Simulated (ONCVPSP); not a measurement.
**Pseudopotential generation for technetium: ONCV, LDA (Perdew-Wang 92)**

Do these settings give a usable potential? It is generated, then checked for transferability, scattering, ghosts and hardness.

The numbers are computed with ONCVPSP 4.0.1 (LDA (Perdew-Wang 92), scalar-relativistic, spin-unpolarised reference atom).

## Step 1: The design

Typed settings, in words:

```
element                 : technetium (Tc, Z = 43)
type                    : optimised norm-conserving Vanderbilt (ONCV)
frozen core             : [Ar] 3d10 4s2
valence charge          : 13
reference configuration : 4p6 4d6 5s1
partial waves           : 5s: rc 3.05 bohr, ncon 4, nbas 9, qcut 2.8 1/bohr, 2 projectors, debl 2.2 Ha; 4p: rc 1.65 bohr, ncon 5, nbas 8, qcut 7.8 1/bohr, 2 projectors, debl 1.2 Ha; 4d: rc 1.85 bohr, ncon 3, nbas 8, qcut 9.2 1/bohr, 2 projectors, debl 2.8 Ha
local potential         : polynomial inside 1.35 bohr (lpopt 2, dvloc0 0 Ha)
core correction         : not asked for
```

The outer shells as boxes (Hund's rule for the drawing; the calculation is spin-unpolarised):

```
[Ar] core
3d [↑↓][↑↓][↑↓][↑↓][↑↓]
4s [↑↓]
4p [↑↓][↑↓][↑↓]
4d [↑↓][↑ ][↑ ][↑ ][↑ ]
5s [↑ ]
```

The nodes and maxima of the atom's own shells, from an earlier all-electron run, set the scale for the radii.

All-electron outer shells of the reference configuration (LDA (PZ), scalar-relativistic, ld1.x):

```csv
shell,level (eV),outermost node (bohr),outermost maximum (bohr)
4s,-70.41,0.50,0.95
4p,-42.55,0.51,1.03
4d,-4.67,0.50,1.30
5s,-4.43,1.29,2.83
5p,-1.10,1.47,3.91
```

## Step 2: The generation run

Contents of Tc.dat:

```
# ATOM AND REFERENCE CONFIGURATION
# atsym  z   nc   nv     iexc    psfile
  Tc 43.00    7    3  -001012      upf
#
#   n    l    f
    1    0    2.00
    2    0    2.00
    2    1    6.00
    3    0    2.00
    3    1    6.00
    3    2   10.00
    4    0    2.00
    4    1    6.00
    4    2    6.00
    5    0    1.00
#
# PSEUDOPOTENTIAL AND OPTIMIZATION
# lmax
    2
#
#   l,   rc,      ep,       ncon, nbas, qcut
    0    3.05    0.00    4    9    2.80
    1    1.65    0.00    5    8    7.80
    2    1.85    0.00    3    8    9.20
#
# LOCAL POTENTIAL
# lloc, lpopt,  rc(5),   dvloc0
    4    2    1.35    0.00
#
# VANDERBILT-KLEINMAN-BYLANDER PROJECTORs
# l, nproj, debl
    0    2    2.20
    1    2    1.20
    2    2    2.80
#
# MODEL CORE CHARGE
# icmod, fcfact, rcfact
    0    0.00    0.00
#
# LOG DERIVATIVE ANALYSIS
# epsh1, epsh2, depsh
   -3.00    5.00    0.02
#
# OUTPUT GRID
# rlmax, drl
    6.00    0.01
#
# TEST CONFIGURATIONS
# ncnf
    4
# nvcnf
#   n    l    f
    3
    4    1    6.00
    4    2    5.00
    5    0    2.00
#
    3
    4    1    6.00
    4    2    5.00
    5    0    1.00
#
    3
    4    1    6.00
    4    2    5.00
    5    0    0.00
#
    3
    4    1    6.00
    4    2    6.00
    5    0    0.00
#
```

Run with:

```bash
$ oncvpsp.x < Tc.dat > Tc.out
```

Before running it: what results should come out? Wanted: cutoffs for 1 and 0.1 mHa per electron, occupied waves; bound ghosts; GHOST(+) flags; largest test error; largest phase difference near zero energy, channels read; projector energies reset by the program.

**Answer**, as computed:

| quantity | value |
| --- | --- |
| cutoffs for 1 and 0.1 mHa per electron, occupied waves | 23 Ha and 29 Ha |
| bound ghosts | none found |
| GHOST(+) flags | s at 3 eV |
| largest test error (AE − PS) | -25 meV, for 4p6 4d5 5s2 (3 tests unsolved) |
| largest phase difference near zero energy, channels read | 0.000 rad |
| projector energies reset by the program | p: -1.564, 0.250 Ha |

**Reading.** By total energies transferability is fair where solved: the largest error is 25 meV on 0.9 eV, for 4p6 4d5 5s2. Of the tests 3 gave no usable energy difference, which is a warning in itself. It counts as of middling hardness, with 23 Ha needed at the looser tolerance. No bound ghost shows below the valence levels. Near zero energy the phases of the channels with partial waves that could be evaluated agree within 0.001 rad. The program also flags highly localised states, GHOST(+) (s). These are tests on the free atom; a crystal test is still owed.
